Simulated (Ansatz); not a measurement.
# VN2: a scan of the volume

Aim, for VN2: follow energy and moments against volume.

Computed with Ansatz 0.2.0 (DFT PBE, scalar-relativistic, plane waves, PAW, unless a step's input says otherwise).

1 further run of the same task is left out (set aside as unsound or not needed).

### 1 The structure to begin with

Symmetry: I4/mcm, No. 140, tetragonal system. Conventional cell: a = 4.301 Å, b = 4.301 Å, c = 4.983 Å, α = 90.00°, β = 90.00°, γ = 90.00°. V (site symmetry 422) is surrounded by 8 N at 2.13 Å. N (site symmetry m2m) has 1 N at 1.40 Å as nearest neighbours.

Structure file:

```cif
data_structure
_symmetry_space_group_name_H-M 'I4/mcm'
_symmetry_Int_Tables_number 140
_cell_length_a 4.3015
_cell_length_b 4.3015
_cell_length_c 4.9827
_cell_angle_alpha 90.000
_cell_angle_beta 90.000
_cell_angle_gamma 90.000
_cell_volume 92.19
loop_
_atom_site_label
_atom_site_type_symbol
_atom_site_symmetry_multiplicity
_atom_site_Wyckoff_symbol
_atom_site_fract_x
_atom_site_fract_y
_atom_site_fract_z
_atom_site_occupancy
V1 V 4 a 0.00000 0.00000 0.25000 1
N1 N 8 h 0.61510 0.11510 0.00000 1
```

Source of the structure: the Crystallography Open Database. It is taken as it stands there.

### 2 The base run, which the others are set against

The input, input.yaml:

```yaml
crystal:
  lattice:
    - [-2.15075, 2.15075, 2.49135]
    - [2.15075, -2.15075, 2.49135]
    - [2.15075, 2.15075, -2.49135]
  atoms:
    - { symbol: V, position: [0.25, 0.25, 0.0] }
    - { symbol: V, position: [0.75, 0.75, 0.0] }
    - { symbol: "N", position: [0.1151, 0.6151, 0.7302] }
    - { symbol: "N", position: [0.6151, 0.8849, 0.5] }
    - { symbol: "N", position: [0.8849, 0.3849, 0.2698] }
    - { symbol: "N", position: [0.3849, 0.1151, 0.5] }
basis:
  ecutwfc: 420
kpoints:
  mp_grid: { grid: [12, 12, 12] }
hamiltonian:
  xc: pbe
scf:
  occupations: { method: gaussian, width: 0.1 }
output:
  forces: true
  stress: true
  eigenvalues: true
  populations: true
```

It was run beforehand and gave: -1227.1169 eV/atom at zero smearing, pressure -0.93 GPa, largest force 0.412 eV/Å, no gap on the mesh, in 7 SCF cycles and 8.8 s.

### 3 V/V0 = 1.06, start: large parallel starting moments

The input, input.yaml:

```yaml
crystal:
  lattice:
    - [-2.1929322778, 2.1929322778, 2.5402124051]
    - [2.1929322778, -2.1929322778, 2.5402124051]
    - [2.1929322778, 2.1929322778, -2.5402124051]
  atoms:
    - { symbol: V, position: [0.25, 0.25, 0.0], spin: 3.5 }
    - { symbol: V, position: [0.75, 0.75, 0.0], spin: 3.5 }
    - { symbol: "N", position: [0.1151, 0.6151, 0.7302] }
    - { symbol: "N", position: [0.6151, 0.8849, 0.5] }
    - { symbol: "N", position: [0.8849, 0.3849, 0.2698] }
    - { symbol: "N", position: [0.3849, 0.1151, 0.5] }
basis:
  ecutwfc: 420
kpoints:
  mp_grid: { grid: [12, 12, 12] }
hamiltonian:
  xc: pbe
scf:
  occupations: { method: gaussian, width: 0.1 }
  lower_state_search: "off"
output:
  forces: true
  stress: true
  eigenvalues: true
  populations: true
  write_density: true
  write_potential: true
  elf: true
  volumetric_format: npy
magnetization:
  spin_polarized: true
```

The run is started by

```sh
ansatz run input.yaml --threads 1 --pin off --max-ram 2560MiB --backend cpu --events-out ev --progress --plain --runs-dir out
```

### 4 V/V0 = 1.12, start: large parallel starting moments

input.yaml: that of step 3 with these lines changed.

```diff
@@ -2,5 +2,5 @@
   lattice:
-    - [-2.1929322778, 2.1929322778, 2.5402124051]
-    - [2.1929322778, -2.1929322778, 2.5402124051]
-    - [2.1929322778, 2.1929322778, -2.5402124051]
+    - [-2.2335513379, 2.2335513379, 2.5872640361]
+    - [2.2335513379, -2.2335513379, 2.5872640361]
+    - [2.2335513379, 2.2335513379, -2.5872640361]
   atoms:
@@ -26,6 +26,2 @@
   populations: true
-  write_density: true
-  write_potential: true
-  elf: true
-  volumetric_format: npy
 magnetization:
```

### 5 V/V0 = 1.2, start: large parallel starting moments

input.yaml: that of step 4 with these lines changed.

```diff
@@ -2,5 +2,5 @@
   lattice:
-    - [-2.2335513379, 2.2335513379, 2.5872640361]
-    - [2.2335513379, -2.2335513379, 2.5872640361]
-    - [2.2335513379, 2.2335513379, -2.5872640361]
+    - [-2.2855129177, 2.2855129177, 2.6474544263]
+    - [2.2855129177, -2.2855129177, 2.6474544263]
+    - [2.2855129177, 2.2855129177, -2.6474544263]
   atoms:
```

### 6 V/V0 = 1.3, start: large parallel starting moments

input.yaml: that of step 5 with these lines changed.

```diff
@@ -2,5 +2,5 @@
   lattice:
-    - [-2.2855129177, 2.2855129177, 2.6474544263]
-    - [2.2855129177, -2.2855129177, 2.6474544263]
-    - [2.2855129177, 2.2855129177, -2.6474544263]
+    - [-2.3473132432, 2.3473132432, 2.7190416592]
+    - [2.3473132432, -2.3473132432, 2.7190416592]
+    - [2.3473132432, 2.3473132432, -2.7190416592]
   atoms:
```

(Steps that only read results are left out.)

**Question.** What does this series show? Wanted: lowest point, start “large parallel starting moments”.

The runs gave:

| quantity | value |
| --- | --- |
| lowest point, start “large parallel starting moments” | V/V0 = 1.06 |

What this shows: For the start “large parallel starting moments” the lowest point lies at V/V0 = 1.06, the smallest volume tried; all points are expanded cells, and the minimum lies below them. The moments vanish at V/V0 = 1.20 and below and stand from 1.30 up, reaching 0.30 μB: expansion narrows the bands and favours magnetism. The listed cell is far from this method's equilibrium (-0.9 GPa, forces up to 0.41 eV/Å), so its values are not those of the relaxed crystal.
